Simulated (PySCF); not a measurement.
# Neon: the same states on changed settings

An exercise on one series of results from a longer session: the logs are not shown, and one member is left open.

The numbers are computed with PySCF 2.14.0 (unrestricted determinants in a Gaussian basis, no spin-orbit coupling in the energies), except any that are marked as measured or tabulated.

### What is computed

* Element: neon (Z = 10)
* Basis: Sapporo-DZP-2012 (4s3p1d, 18 functions)
* Hamiltonian: the spin-free X2C one-electron Hamiltonian (Gaussian nucleus)
* State 1: Ne: [Ne], closed-shell 1S
* State 2: Ne+: [He] 2s2 2p5, 2P determinant
* Methods: MP2, CCSD(T)
* Core shells frozen in the correlated runs: all electrons: nothing (for Ne)

The outer shells:

Ne [Ne]
```
[He] core
2s [↑↓]
2p [↑↓][↑↓][↑↓]
```

Ne+ [He] 2s2 2p5
```
[He] core
2s [↑↓]
2p [↑↓][↑↓][↑ ]
```

The sound run (Sapporo-DZP-2012, scalar relativity by spin-free X2C-1e, symmetry-adapted start, fine grid, valence correlation) gave:

```tsv
species	method	energy (hartree)
Ne	UHF	-128.60878
Ne	MN15	-128.94477
Ne	TPSS	-129.03309
Ne	MP2 (valence)	-128.81174
Ne	CCSD(T) (valence)	-128.81546
Ne+	UHF	-127.88725
Ne+	MN15	-128.16287
Ne+	TPSS	-128.25870
Ne+	MP2 (valence)	-128.03355
Ne+	CCSD(T) (valence)	-128.04538
```

One driver process ran all states and methods and kept the integrals in memory. Each run is shown as a PySCF script that sums up its settings (the driver passes frozen orbitals as a list and adds second-order terms of double hybrids); the logs are those of the runs themselves. The driver starts from symmetry-adapted Hartree-Fock orbitals, holds the occupation by maximum overlap and uses a logarithmic radial grid for functionals, so a plain start would take other cycles.

Set-up of the first run:

The driver's launch:

```sh
> OMP_NUM_THREADS=1 python atomrun2.py TASK.json OUT
```

Contents of input.py:

```python
from pyscf import gto, scf, dft, mp, cc
import basis_set_exchange as bse
mol = gto.M(atom="Ne 0 0 0", charge=0, spin=0, symmetry="D2h",
            basis=gto.basis.parse(bse.get_basis("Sapporo-DZP-2012", elements=["Ne"], fmt="nwchem", header=False)),
            nucmod="G")
mf = scf.UHF(mol).sfx2c1e()
mf.irrep_nelec = {'Ag': (2, 2), 'B1u': (1, 1), 'B2u': (1, 1), 'B3u': (1, 1)}
mf.kernel()
mp.UMP2(mf, frozen=0).kernel()
```

Contents of input.py:

```python
from pyscf import gto, scf, dft, mp, cc
import basis_set_exchange as bse
mol = gto.M(atom="Ne 0 0 0", charge=0, spin=0, symmetry="D2h",
            basis=gto.basis.parse(bse.get_basis("Sapporo-DZP-2012", elements=["Ne"], fmt="nwchem", header=False)),
            nucmod="G")
mf = scf.UHF(mol).sfx2c1e()
mf.irrep_nelec = {'Ag': (2, 2), 'B1u': (1, 1), 'B2u': (1, 1), 'B3u': (1, 1)}
mf.kernel()
mycc = cc.CCSD(mf, frozen=0).run()
mycc.ccsd_t()
```

Among the steps run: Changed run, Ne, method by method; Changed run, Ne+.

One of the session's tables, all rows but one given; the rest of the session is left out.

Ionisation energy of Ne:

```
 method  sound run (eV)
    UHF               ?
    MP2          21.176
SCS-MP2          21.028
   CCSD          20.955
CCSD(T)          20.955
```

Q: Estimate the row for UHF from the others.

**Answer.** sound run (eV): 19.634. In the column «sound run (eV)» it is the lowest.
